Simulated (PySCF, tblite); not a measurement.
**C4H10N2Si: infrared bands and NMR shifts**

Aim: predict the infrared bands and NMR shifts of C4H10N2Si (`C=CN1CCN[SiH2]1`).

The runs use tblite 0.8.0 and PySCF 2.14.0, with density-fitted response routines of our own; the level of theory stands in each step. All values are computed, except where a source is named. Atoms count from 0, in the outputs and in this text.

## (1) The molecule as given

17 atoms, charge 0, multiplicity 1; geometry from: GFN2-xTB.

Bonds of the start (Å): C0–C1 1.33, C1–N2 1.37, N2–C3 1.45, C3–C4 1.53, C4–N5 1.45, N5–Si6 1.72, Si6–N2 1.73, C0–H7 1.07, C0–H8 1.07, C1–H9 1.08, C3–H10 1.09, C3–H11 1.10, C4–H12 1.10, C4–H13 1.09, N5–H14 1.01, Si6–H15 1.47, Si6–H16 1.46.

## (2) Vibrational analysis with GFN2-xTB

What the job is given:

```
{"job": {"kind": "ir", "xc": "GFN2-xTB", "basis": "xTB"}, "charge": 0, "multiplicity": 1}
C      2.660612     0.319935    -0.541946
C      1.696375    -0.581146    -0.380095
N      0.368972    -0.347981    -0.135858
C     -0.112703     1.011548    -0.031790
C     -1.559942     0.945658     0.457998
N     -2.102289    -0.298963    -0.043509
Si    -0.904136    -1.515752    -0.210393
H      3.673500     0.004978    -0.712526
H      2.486241     1.380269    -0.517128
H      1.926423    -1.637153    -0.429848
H      0.507731     1.578174     0.669210
H     -0.062901     1.503053    -1.011418
H     -1.586746     0.984803     1.556133
H     -2.138967     1.791855     0.074420
H     -3.053675    -0.475006     0.229189
H     -0.718989    -2.484730     0.877896
H     -1.086503    -2.167512    -1.507289
```

**Question.** This job is followed by: GIAO PBE0/pcSseg-1 NMR shielding, non-relativistic, gas phase. What will the session give for the following? strongest single infrared mode (GFN2-xTB); zero-point energy (GFN2-xTB); ¹³C shifts against TMS (PBE0/pcSseg-1); ¹H shifts against TMS (PBE0/pcSseg-1, means over atoms taken as alike); ¹⁵N shifts against NH3 (PBE0/pcSseg-1); ²⁹Si shifts against TMS (PBE0/pcSseg-1).

**Answer**, as computed:

| quantity | value |
| --- | --- |
| strongest single infrared mode (GFN2-xTB) | 2197 cm⁻¹, 448 km/mol |
| zero-point energy (GFN2-xTB) | 85.2 kcal/mol |
| ¹³C shifts against TMS (PBE0/pcSseg-1) | 142.4, 86.1, 47.5, 46.9 ppm |
| ¹H shifts against TMS (PBE0/pcSseg-1, means over atoms taken as alike) | 6.49, 5.31, 4.05, 3.92, 3.61, 3.18, -0.06 ppm |
| ¹⁵N shifts against NH3 (PBE0/pcSseg-1) | 85.3, 21.1 ppm |
| ²⁹Si shifts against TMS (PBE0/pcSseg-1) | -26.8 ppm |

No mode is imaginary among the 45: a minimum at this level. The strongest single mode, at 2197 cm⁻¹, moves mainly H15. Unscaled tight-binding wavenumbers are off by several per cent, some by more. Its intensities can rank the bands wrongly. C1 (alkene carbon bearing nitrogen) lies farthest downfield among carbon, at 142.4 ppm; an sp2 carbon further deshielded by the attached heteroatom. The most deshielded hydrogen is H9 (hydrogen on an alkene carbon bearing nitrogen), at 6.49 ppm: attached to an sp2 carbon and in the plane of the double bond. At PBE0/pcSseg-1: The widest tensor belongs to C1: span 212 ppm, with a paramagnetic part of -205 ppm.
